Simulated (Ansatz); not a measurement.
Geometry optimisation, DFT PBEsol, scalar-relativistic, plane waves, PAW in Ansatz.

input.yaml

```yaml
crystal:
  lattice:
    - [5.48, 0.0, 0.0]
    - [-4.11, 7.118729, 0.0]
    - [0.0, 0.0, 4.32646]
  atoms:
    - { symbol: Os, position: [0.0, 0.0, 0.0] }
    - { symbol: Os, position: [0.1666667, 0.2222222, 0.5] }
    - { symbol: Os, position: [0.0, 0.3333333, 0.0] }
    - { symbol: Os, position: [0.1666667, 0.5555556, 0.5] }
    - { symbol: Os, position: [0.0, 0.6666667, 0.0] }
    - { symbol: Os, position: [0.1666667, 0.8888889, 0.5] }
    - { symbol: Os, position: [0.5, 0.0, 0.0] }
    - { symbol: Os, position: [0.6666667, 0.2222222, 0.5] }
    - { symbol: Os, position: [0.5, 0.3333333, 0.0] }
    - { symbol: Os, position: [0.6666667, 0.5555556, 0.5] }
    - { symbol: Os, position: [0.5, 0.6666667, 0.0] }
    - { symbol: Os, position: [0.6666667, 0.8888889, 0.5] }
    - { symbol: Li, position: [0.8400011, 0.4571724, 0.7469575] }
basis:
  ecutwfc: 420.0
kpoints:
  mp_grid: { grid: [3, 2, 3] }
hamiltonian:
  xc: pbesol
scf:
  occupations: { method: fermi_dirac, width: 0.15 }
  lower_state_search: "off"
relax:
  f_tol: 0.08
  max_steps: 25
  adjacent_minimum: "off"
```

Launched with:

```bash
$ ansatz run input.yaml --threads 2 --pin off --max-ram 5120MiB --backend cpu --events-out ev --progress --plain --runs-dir out
```

Task: Where does it end, and by what steps?

Result: It converged. Limits of this set-up: coarse k mesh, a small cell, in which the defect meets its images. After 4 steps the energy has fallen by 2.307 eV; Os5 moved furthest, 0.17 Å.

| step | energy less start (eV) | largest force component (eV/Å) | accepted |
| --- | --- | --- | --- |
| 0 | 0.0000 | 5.182 | yes |
| 1 | -2.0292 | 1.619 | yes |
| 2 | -2.2794 | 0.504 | yes |
| 3 | -2.3000 | 0.203 | yes |
| 4 | -2.3073 | 0.027 | yes |

```xyz
13
Lattice="5.4800 0.0000 0.0000 -4.1100 7.1187 0.0000 0.0000 0.0000 4.3265" Properties=species:S:1:pos:R:3
Os -0.007 0.004 -0.031
Os -0.001 1.570 2.233
Os -1.278 2.320 0.109
Os -1.285 4.044 2.054
Os -2.749 4.880 0.103
Os -2.745 6.361 2.201
Os 2.742 -0.019 -0.039
Os 2.748 1.462 2.059
Os 1.283 2.296 0.108
Os 1.276 4.023 2.050
Os -0.001 4.771 -0.073
Os 0.005 6.338 2.193
Li 2.737 3.172 3.244
```

Whether the end is a true minimum wasn't checked by a vibrational analysis.

Run time: 15 s on 2 threads of Intel(R) Xeon(R) Platinum 8488C (Sapphire Rapids), on a shared host, peak memory 0.65 GiB.
